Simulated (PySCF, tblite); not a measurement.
**C₄H₂F₄NO radical: geometry, infrared bands and EPR parameters**

What infrared bands and EPR parameters should C₄H₂F₄NO radical (`N#C[C@@H](F)[CH]OC(F)(F)F`) show?

Programs: tblite 0.8.0 and PySCF 2.14.0, with density-fitted response routines of our own. Each step states its level of theory. These are calculated values for one molecule in the gas phase, unless marked as measured. Atoms count from 0, in the outputs and in this text.

## (1) Starting geometry

12 atoms, charge 0, multiplicity 2; geometry from: force field or distance geometry start.

Bonds of the start (Å): N0–C1 1.14, C1–C2 1.50, C2–F3 1.39, C2–C4 1.50, C4–O5 1.37, O5–C6 1.41, C6–F7 1.38, C6–F8 1.36, C6–F9 1.40, C2–H10 1.09, C4–H11 1.12.

## (2) Relaxing the molecule with GFN2-xTB

The job: settings as JSON, then the geometry in Å.

```
{"job": {"kind": "relax", "xc": "GFN2-xTB", "basis": "xTB"}, "charge": 0, "multiplicity": 2}
N     -2.924200     1.609400    -0.463300
C     -2.295200     0.681000    -0.235900
C     -1.479400    -0.537400     0.077200
F     -1.962400    -1.506800    -0.787400
C     -0.049000    -0.281600    -0.293600
O      0.829200    -0.463200     0.736100
C      2.089000    -0.030600     0.263900
F      2.480800    -0.769500    -0.827800
F      3.042700     0.082000     1.233700
F      1.861600     1.253600    -0.234300
H     -1.623300    -0.827800     1.115600
H      0.031400     0.790300    -0.610200
```

Command:

```bash
OMP_NUM_THREADS=1 python probes_run.py task.json out
```

The driver reads the jobs from task.json and runs them one after another.

**Question.** This job is followed by: GFN2-xTB harmonic vibrations, gas phase; UKS B3LYP, pcH-1 on C F H N O, non-relativistic, mean-field spin-orbit, GIAO. Predict these results of the whole session: strongest single infrared mode (GFN2-xTB); zero-point energy (GFN2-xTB); g(iso) (B3LYP); ⟨S²⟩; largest a(iso) (averaged by class); potential on the surface of density 0.002 e/bohr³, 1st and 99th percentile.

**Answer**, as computed:

| quantity | value |
| --- | --- |
| strongest single infrared mode (GFN2-xTB) | 1206 cm⁻¹, 553 km/mol |
| zero-point energy (GFN2-xTB) | 36.8 kcal/mol |
| g(iso) (B3LYP) | 2.00293 |
| ⟨S²⟩ | 0.754 (exact 0.75) |
| largest a(iso) (averaged by class) | 19F on F3, 151.0 MHz |
| potential on the surface of density 0.002 e/bohr³, 1st and 99th percentile | -1.38 V and 1.87 V |

**Reading.** The optimisation took 86 steps and gained 1.064 eV; among the close pairs (by a distance rule), O5–C6 changed most, from 1.413 to 1.334 Å. No mode is imaginary among the 30: a minimum at this level. Unscaled tight-binding wavenumbers are off by several per cent, some by more. Its intensities can rank the bands wrongly. C4 carries the largest spin population, 0.93 e. The isotropic g lies 0.6 ppt above the free-electron value. These values are for one conformer; the search (at its own cheap level) found 2 more, at 0.83, 0.83 kcal/mol, and measured spectra average over such forms.
